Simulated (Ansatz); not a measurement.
# C2H3BO2: how energies converge with the basis set

Aim: see how fast density functionals converge with the basis set for C2H3BO2.

The runs use Ansatz 0.2.0, Gaussian basis; one geometry, several basis sets.

Levels to be run: PBE0-D4/def2-SVP; ωB97M-V/def2-SVP; PBE0-D4/def2-QZVPP; ωB97M-V/def2-QZVPP; the functionals' def2-TZVPP values are taken from earlier runs.

## (1) The relaxed structure

All runs share one geometry, relaxed beforehand with PBE0-D4 in a triple-zeta def2 set.

8 atoms, charge 0, spin multiplicity 1.

Atoms are counted from 1 here; the program's logs count them from 0.

Bond lengths: B1–O2 1.375 Å, B1–O5 1.375 Å, B1–H6 1.184 Å, O2–C3 1.372 Å, C3–C4 1.331 Å, C3–H7 1.077 Å, C4–O5 1.372 Å, C4–H8 1.077 Å. Angles: O2–B1–O5 110.2°, O2–B1–H6 124.9°, O5–B1–H6 124.9°, B1–O2–C3 105.2°, O2–C3–C4 109.7°, O2–C3–H7 118.4°, C4–C3–H7 131.9°, C3–C4–O5 109.7°, C3–C4–H8 131.9°, O5–C4–H8 118.4°, B1–O5–C4 105.2°.

## (2) PBE0-D4 in def2-SVP

in.yaml reads:

```yaml
crystal:
  periodic: [false, false, false]
  atoms:
    - {symbol: B, position_ang: [-0.466368, 1.186683, 0.074028]}
    - {symbol: O, position_ang: [0.863411, 0.861108, 0.201475]}
    - {symbol: C, position_ang: [0.917285, -0.501276, 0.047737]}
    - {symbol: C, position_ang: [-0.308007, -0.977577, -0.161115]}
    - {symbol: O, position_ang: [-1.212480, 0.054158, -0.152378]}
    - {symbol: H, position_ang: [-0.905339, 2.283369, 0.148474]}
    - {symbol: H, position_ang: [1.876710, -0.986193, 0.110252]}
    - {symbol: H, position_ang: [-0.673113, -1.977372, -0.324374]}
basis:
  gaussian: {orbitals: def2-SVP}
hamiltonian: {xc: pbe0, dispersion: d4}
output: {orbitals: {seedname: orbitals}}
```

Launch:

```bash
> ansatz run in.yaml --threads 2 --pin off --events-out ev --progress --plain --max-ram 4352MiB
```

Further steps of the session: ωB97M-V in def2-SVP; PBE0-D4 in def2-QZVPP; ωB97M-V in def2-QZVPP.

Before running them: what should the planned runs give, taken together? Wanted: PBE0-D4: double and triple zeta above quadruple; ωB97M-V: double and triple zeta above quadruple.

**Answer**, as computed:

| quantity | value |
| --- | --- |
| PBE0-D4: double and triple zeta above quadruple | 8.19, 0.38 eV |
| ωB97M-V: double and triple zeta above quadruple | 8.39, 0.36 eV |

PBE0-D4 gains 7.81 eV from double to triple zeta, then 0.38 eV more. Total energies overstate the basis error of differences, where much of it tends to cancel. The LUMO of ωB97M-V is positive and keeps falling with the basis (2.90 to 1.86 eV): an unbound level that the basis holds in place.
